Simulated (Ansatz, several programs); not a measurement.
NaCaBr3 in the cubic perovskite structure, relaxed with r2SCAN in Ansatz (plane waves, PAW): space group Pm-3m (No. 221), cubic; a = 5.641 Å in the conventional setting, 35.91 Å³ an atom. Around Na lie 12 Br at 3.99 Å; around Ca lie 6 Br at 2.82 Å; around Br lie 2 Ca at 2.82 Å and 4 Na at 3.99 Å. The cell was then scaled with its shape and fractional coordinates held. Spin-unpolarised throughout. Whether this structure exists isn't addressed.

```csv
V (Å³/atom),E (meV/atom)
33.752,9.97
35.906,0.00
36.983,2.04
38.061,7.85
```

(1) Pass a cubic E = c₀ + c₁u + c₂u² + c₃u³, with u = V − 36.175 Å³, through these points.

(2) Where is the minimum, and what bulk modulus follows?

(3) Predict the energy and the pressure at the withheld volume, 34.829 Å³.

Results:

(1) c₀ = 0.12, c₁ = +0.946, c₂ = 1.845, c₃ = -0.0921 (meV and Å³).

(2) dE/du = 0 at u = -0.252, so V₀ = 35.92 Å³. B = V₀ d²E/dV² = 35.92 × (2c₂ + 6c₃u) = 35.92 × 3.830 = 138 meV/Å³, and 1 meV/Å³ is 0.16022 GPa: 22 GPa. A third-order Birch-Murnaghan fit to all five points gives 35.92 Å³ and 22 GPa.

(3) With u = -1.346: E ≈ 2.41 meV and P = −dE/dV ≈ +0.72 GPa. The run gives 2.37 meV and, from its stress, +0.72 GPa.
